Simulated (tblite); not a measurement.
# CH5Cl3GeOSi: the cost of one run

Computed with tblite 0.8.0 and PySCF 2.14.0, with density-fitted response routines of our own, on a single molecule, in the gas phase or a continuum. Atoms count from 0, in the outputs and in this text.

### Step 1. Starting geometry

12 atoms, charge 0, multiplicity 1; geometry from: force field or distance geometry start.

Bonds of the start (Å): Cl0–C1 1.79, C1–Cl2 1.78, C1–Cl3 1.78, C1–Si4 1.86, Si4–O5 1.70, O5–Ge6 1.79, Si4–H7 1.48, Si4–H8 1.48, Ge6–H9 1.54, Ge6–H10 1.56, Ge6–H11 1.56.

### Step 2. Relaxing the molecule with GFN2-xTB

The job: settings as JSON, then the geometry in Å.

```
{"job": {"kind": "relax", "xc": "GFN2-xTB", "basis": "xTB"}, "charge": 0, "multiplicity": 1}
Cl    -1.734900    -1.907100     0.710800
C     -1.749400    -0.136200     0.482600
Cl    -1.164300     0.607100     1.992600
Cl    -3.384000     0.466500     0.111100
Si    -0.586200     0.306900    -0.897500
O      0.712800     1.144700    -0.196600
Ge     2.058300     0.046800     0.228000
H     -1.262600     1.207400    -1.864400
H     -0.159200    -0.878400    -1.673400
H      3.316400     0.590500    -0.479900
H      2.248600    -0.037900     1.773800
H      1.705800    -1.411000    -0.213100
```

The run is started by

```bash
> OMP_NUM_THREADS=1 python probes_run.py task.json out
```

One launch serves the whole session: the jobs run in the order shown.

Q: Estimate the wall time and peak memory of this first job on 1 thread of Arm Neoverse N1, shared host.

About 1.9 s, with a peak of 0.18 GiB.
